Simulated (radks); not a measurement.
# Cs⁺ in [Xe]: an all-electron calculation

What are the levels of the caesium ion Cs+, how large are its shells, and how does its energy divide?

Method: Dirac Kohn-Sham, exchange-only LDA, spin-unpolarised, spherical densities, point nucleus. Code: radks (a radial shooting solver on a logarithmic mesh, Libxc functionals) version 1.

## 1. Starting point

| Item | Value |
| --- | --- |
| element | caesium (Z = 55) |
| charge | +1 |
| electrons | 54 |
| configuration | [Xe] |

Outer shells as boxes (Hund's rule):

Cs⁺
```
[Kr] core
4d [↑↓][↑↓][↑↓][↑↓][↑↓]
5s [↑↓]
5p [↑↓][↑↓][↑↓]
```

## 2. Self-consistent calculation

Input:

```text
Z 55
configuration [Xe]
relativity Dirac
functional lda,
spin unpolarised
j_filling average
nucleus point
c 137.035999084
```

**Question.** What will this run give?

The runs gave:

| quantity | value |
| --- | --- |
| total energy | -7778.7626 hartree |
| exchange-correlation share of it | 2.33 % |
| −T/E | 1.0652 |
| highest occupied level | 5p3/2, -16.961 eV |
| most extended occupied level | 5p3/2, <r> = 2.12 bohr |
| radius at density 0.001 e/bohr³ | 4.07 bohr |
| maxima of the radial density | 4 |
| ionisation energy, NIST | 23.157 (exp.) eV |

**Reading.** 5 principal shells are occupied and 4 maxima appear in the radial density; where shells overlap, one shows as a shoulder or not at all. −T/E is 1.065: with relativity the kinetic term as defined here no longer equals −E. The top level binds by 16.961 eV, 73 % of the NIST ionisation energy of 23.157 eV; the potential of a semilocal functional falls off too fast, so its top eigenvalue is too shallow. 
